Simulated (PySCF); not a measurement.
# CH8FGaN2: the cost of one run

Computed with PySCF 2.14.0, with density-fitted response routines of our own, on a single molecule in the gas phase. Atoms count from 0, in the outputs and in this text.

## 1. The molecule as given

13 atoms, charge 0, multiplicity 1; geometry from: GFN2-xTB. The atoms were then displaced at random by about 0.01 Å, so the start is not that level's minimum.

Bonds of the start (Å): C0–N1 1.43, N1–Ga2 1.83, Ga2–N3 2.22, Ga2–F4 1.77, C0–H5 1.11, C0–H6 1.10, C0–H7 1.09, N1–H8 1.00, Ga2–H9 1.54, N3–H10 1.01, N3–H11 1.00, N3–H12 1.01.

## 2. Relaxing the molecule at PBE0-D3(BJ)/def2-SVP

The job: settings as JSON, then the geometry in Å.

```
{"job": {"xc": "PBE0", "basis": "def2-SVP", "d3": "d3bj", "grid": 1, "shake": 0.01, "kind": "geom"}, "charge": 0, "multiplicity": 1}
C     -1.844330     0.233410    -0.920940
N     -0.882950    -0.645730    -0.336070
Ga     0.207080    -0.262510     1.088860
N      2.028470     0.388010    -0.007060
F      1.119720    -1.688490     1.612510
H     -1.556850     1.294330    -0.754840
H     -1.916200     0.092400    -2.006530
H     -2.853470     0.140490    -0.510810
H     -1.210680    -1.594100    -0.374080
H      0.055440     0.800220     2.191090
H      1.989740     1.241110    -0.538670
H      2.813860     0.376910     0.615890
H      2.055970    -0.392930    -0.653420
```

The run is started by

```console
$ OMP_NUM_THREADS=1 python probes_run.py task.json out
```

This one command runs all jobs of the session in turn.

Q: Estimate the wall time and peak memory of this first job on 1 thread of Arm Neoverse V2, shared host.

About 2.4 min, with a peak of 0.54 GiB.
